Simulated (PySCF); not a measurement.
# C6H3Na3 ((NaCCH)3 ring): the cost of one run

Computed with PySCF 2.14.0 and routines of our own; the level stands in each step. Atoms count from 0.

### 1 The starting structure

12 atoms, charge 0, multiplicity 1; geometry from: GFN2-xTB.

### 2 Magnetic properties: GIAO PBE0/def2-SVP

What the job is given:

```
{"job": {"kind": "mag", "xc": "PBE0", "basis": "def2-SVP"}, "charge": 0, "multiplicity": 1}
Na    -0.507960    -1.945850    -0.527190
C     -0.525120    -1.693620     1.744960
C     -0.733260    -1.847670     2.929750
Na     0.213320     0.502140     2.017720
C      0.800410     2.252710     0.668280
C      1.047390     3.367150     0.258810
Na     0.621000     1.330490    -1.469610
C     -0.040350    -0.647700    -2.404910
C     -0.442500    -1.473570    -3.196650
H     -0.956350    -2.131010     3.933120
H      1.276650     4.386220     0.047010
H     -0.753230    -2.099280    -4.001300
```

Method: GIAO PBE0/def2-SVP magnetisability, rotational g tensor and spin-rotation constants, non-relativistic, gas phase.

The run is started by

```
OMP_NUM_THREADS=1 python excited_run.py task.json out
```

One launch serves the whole session: the jobs run in the order shown.

**Question.** How long does this first job take on 1 thread of Arm Neoverse N1, shared host, and how much memory does it need?

About 38 s, with a peak of 0.7 GiB.
